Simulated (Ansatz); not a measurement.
**CH₄SZn: a ladder of functionals and wavefunction methods**

How much do the methods differ for CH₄SZn? The plan is to run it at one geometry with functionals of several rungs and with coupled cluster. The yardstick is the atomisation energy at the CCSD(T) limit.

Method: functionals in def2-TZVPP, the program's frozen cores in correlated methods; program: Ansatz 0.2.0, Gaussian basis.

The runs, in order: LDA (SPW92), PBE-D4, revPBE-D4, BLYP-D4, r2SCAN-D4, B97M-V, PBE0-D4, B3LYP-D4, r2SCANh-D4, r2SCAN0-D4, HSE06-D4, BHLYP-D4, CAM-B3LYP-D4, LC-ωPBE, ωB97X-V, ωB97M-V, B2PLYP, PBE-QIDH; CCSD(T)/def2-SVP; CCSD(T)/def2-TZVPP; MP2/def2-QZVPP; extrapolation to the limit; RPA on PBE.

## (1) The geometry

An earlier PBE0-D4 in a triple-zeta def2 set relaxation fixed the geometry.

SMILES `C[S][ZnH]`, 7 atoms, charge 0, spin multiplicity 1.

Atoms are counted from 1 here; the program's logs count them from 0.

Bond lengths: C1–S2 1.825 Å, C1–H4 1.089 Å, C1–H5 1.089 Å, C1–H6 1.090 Å, S2–Zn3 2.170 Å, Zn3–H7 1.534 Å. Angles: S2–C1–H4 111.7°, S2–C1–H5 111.9°, S2–C1–H6 106.5°, H4–C1–H5 109.8°, H4–C1–H6 108.4°, H5–C1–H6 108.3°, C1–S2–Zn3 102.4°, S2–Zn3–H7 179.0°.

## (2) LDA

This LDA is Slater exchange with PW92 correlation.

The input, in.yaml:

```yaml
crystal:
  periodic: [false, false, false]
  atoms:
    - {symbol: C, position_ang: [-0.921556, 0.608545, -0.282966]}
    - {symbol: S, position_ang: [-0.187233, 0.030692, 1.284537]}
    - {symbol: Zn, position_ang: [1.570270, -1.046237, 0.607104]}
    - {symbol: H, position_ang: [-1.228316, -0.223217, -0.915662]}
    - {symbol: H, position_ang: [-0.243714, 1.260558, -0.832176]}
    - {symbol: H, position_ang: [-1.808565, 1.182741, -0.015752]}
    - {symbol: H, position_ang: [2.819114, -1.813083, 0.154916]}
basis:
  gaussian: {orbitals: def2-TZVPP}
hamiltonian: {xc: lda}
output: {orbitals: {seedname: orbitals}}
```

Command:

```bash
$ ansatz run in.yaml --threads 4 --pin off --events-out ev --progress --plain --max-ram 10444MiB
```

The runs that follow: PBE-D4 (GGA); revPBE-D4 (GGA); BLYP-D4 (GGA); r2SCAN-D4 (meta-GGA); B97M-V (meta-GGA); B3LYP-D4 (hybrid); r2SCANh-D4 (hybrid); r2SCAN0-D4 (hybrid); HSE06-D4 (hybrid); BHLYP-D4 (hybrid); CAM-B3LYP-D4 (range-separated); LC-ωPBE (range-separated); ωB97X-V (range-separated); ωB97M-V (range-separated); B2PLYP (double hybrid); PBE-QIDH (double hybrid); CCSD(T) in def2-SVP; CCSD(T) in def2-TZVPP; MP2 in def2-QZVPP; RPA on PBE orbitals.

Q: Predict the results of all the runs planned. Wanted: atomisation energy, CCSD(T)/CBS; farthest beyond LDA; mean size of error, GGA; mean size of error, meta-GGA; mean size of error, hybrid; mean size of error, range-separated; mean size of error, double hybrid; gap, smallest and largest; T1 diagnostic.

The runs gave:

| quantity | value |
| --- | --- |
| atomisation energy, CCSD(T)/CBS | 487.0 kcal/mol |
| functionals within 2.4 kcal/mol (0.5 %) | PBE0-D4, r2SCAN0-D4, HSE06-D4, CAM-B3LYP-D4, PBE-QIDH |
| farthest beyond LDA | BHLYP-D4 (-13.2 kcal/mol) |
| mean size of error, GGA | 6.2 kcal/mol |
| mean size of error, meta-GGA | 4.4 kcal/mol |
| mean size of error, hybrid | 4.0 kcal/mol |
| mean size of error, range-separated | 2.8 kcal/mol |
| mean size of error, double hybrid | 3.9 kcal/mol |
| gap, smallest and largest | 3.77 eV (BLYP-D4), 10.35 eV (LC-ωPBE) |
| T1 diagnostic | 0.0142 |
| triples share of the correlation energy | 3.5 % |

In words: LDA overbinds by 69.0 kcal/mol (14 %). PBE-D4 is off by +6.1 kcal/mol. Double hybrids carry the basis error of their MP2 part in triple zeta, and no dispersion term here, so their miss is partly the set-up's. By mean error the best rung here is range-separated (2.8 kcal/mol) and the worst beyond LDA is GGA (6.2 kcal/mol). The gap between the best rungs is small, so their order is not settled. The reference freezes the cores and leaves out relativity and excitations past (T), so misses under about 2.4 kcal/mol can't be ranked. Hartree-Fock recovers 73 % of the binding; the rest is correlation. CCSD(T) in def2-SVP is off by -32.4 kcal/mol, so the small basis spoils what the method gains. Orbital gaps span 3.8 to 10.4 eV; exact exchange widens them. For Zn the d shell is correlated and the shells below it are frozen.
